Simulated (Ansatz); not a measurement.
# HfZrSe4: the cost of one run

Computed with Ansatz 0.2.0 (DFT PBE, scalar-relativistic, plane waves, PAW, unless a step's input says otherwise).

### Step 1. The structure to begin with

It takes space group P6/mmm (No. 191, hexagonal). The conventional cell has a = 4.153 Å, b = 4.153 Å, c = 9.110 Å, α = 90.00°, β = 90.00°, γ = 120.00°. Zr (site symmetry 6/mmm) is surrounded by 12 Se at 3.41 Å. Hf (site symmetry 6/mmm) has 12 Se at 3.21 Å as nearest neighbours. Se (site symmetry 3m) has 3 Se at 2.40 Å and 3 Hf at 3.21 Å and 3 Zr at 3.41 Å as nearest neighbours.

Structure file:

```cif
data_structure
_symmetry_space_group_name_H-M 'P6/mmm'
_symmetry_Int_Tables_number 191
_cell_length_a 4.1526
_cell_length_b 4.1526
_cell_length_c 9.1101
_cell_angle_alpha 90.000
_cell_angle_beta 90.000
_cell_angle_gamma 120.000
_cell_volume 136.05
loop_
_atom_site_label
_atom_site_type_symbol
_atom_site_symmetry_multiplicity
_atom_site_Wyckoff_symbol
_atom_site_fract_x
_atom_site_fract_y
_atom_site_fract_z
_atom_site_occupancy
Zr1 Zr 1 b 0.00000 0.00000 0.50000 1
Hf1 Hf 1 a 0.00000 0.00000 0.00000 1
Se1 Se 4 h 0.33333 0.66667 0.76643 1
```

Recipe of the guess: species swapped into a database cell of ZrTiB4 (P6/mmm, No. 191), with Hf on the Ti sites and Se on the B sites. Its size is a rough estimate.

### Step 2. A first look at the guess

Contents of input.yaml:

```yaml
crystal:
  lattice:
    - [4.15263471, 0.0, 0.0]
    - [-2.07631736, 3.59628715, 0.0]
    - [0.0, 0.0, 9.11008795]
  atoms:
    - { symbol: Zr, position: [0.0, 0.0, 0.5] }
    - { symbol: Hf, position: [0.0, 0.0, 0.0] }
    - { symbol: Se, position: [0.33333333, 0.66666667, 0.76642942] }
    - { symbol: Se, position: [0.33333333, 0.66666667, 0.23357058] }
    - { symbol: Se, position: [0.66666667, 0.33333333, 0.76642942] }
    - { symbol: Se, position: [0.66666667, 0.33333333, 0.23357058] }
basis:
  ecutwfc: 420
kpoints:
  mp_grid: { grid: [6, 6, 2] }
hamiltonian:
  xc: pbe
scf:
  occupations: { method: gaussian, width: 0.1 }
  lower_state_search: "off"
output:
  forces: true
  stress: true
  eigenvalues: true
```

Started as:

```
> ansatz run input.yaml --threads 1 --pin off --max-ram 2560MiB --backend cpu --events-out ev --progress --plain --runs-dir out
```

What time and memory should one allow on 1 thread of Intel Xeon Platinum 8259CL at 2.50GHz (Skylake/Cascade Lake), shared host?

About 7.8 s, with a peak of 0.5 GiB.
